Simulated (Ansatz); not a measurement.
# HfBi3 under changes of volume

One of the cells (28.229 Å³/atom); the others are scaled copies at fixed shape and fractional positions:

```
Bi Hf
1.0
    -2.31546    2.31546    5.26522
     2.31546   -2.31546    5.26522
     2.31546    2.31546   -5.26522
Bi Hf
3 1
Direct
  0.50000 0.50000 0.00000
  0.25000 0.75000 0.50000
  0.75000 0.25000 0.50000
  0.00000 0.00000 0.00000
```

The cell comes from a database or a generator and needn't be the stable form of this composition.

```yaml
Program: Ansatz 0.2.0
Functional: PBE
Potentials_or_basis: Ansatz PAW
Cutoff: "420 eV (not typed: the program's choice for these potentials)"
k_mesh: 8 × 8 × 8
Occupations: fermi-dirac, width 0.05 eV
Spin: no spin polarisation
```

```csv
volume (Å³/atom),energy over the lowest point (meV/atom),pressure (GPa)
26.535,25.70,4.9
27.100,11.58,3.2
27.664,?,?
28.229,0.00,0.2
28.793,1.43,-1.0
29.358,7.02,-2.1
29.923,16.33,-3.1
```

Task: What does the run at 27.664 Å³/atom give?

Result: Energy over the lowest point 3.21 meV/atom; pressure 1.6 GPa.

Worked out: A Birch-Murnaghan fit of order 3 (a polynomial in V^(-2/3)) to the other rows has its minimum at 28.33 Å³/atom with B0 = V·E''(V) = 65 GPa and B' = 4.4 at fixed shape and positions, which overstates the stiffness. It gives 3.22 meV/atom at 27.664 Å³/atom, against the run's 3.21, and -dE/dV = 1.6 GPa, against 1.6.

Energies are extrapolated to zero smearing.
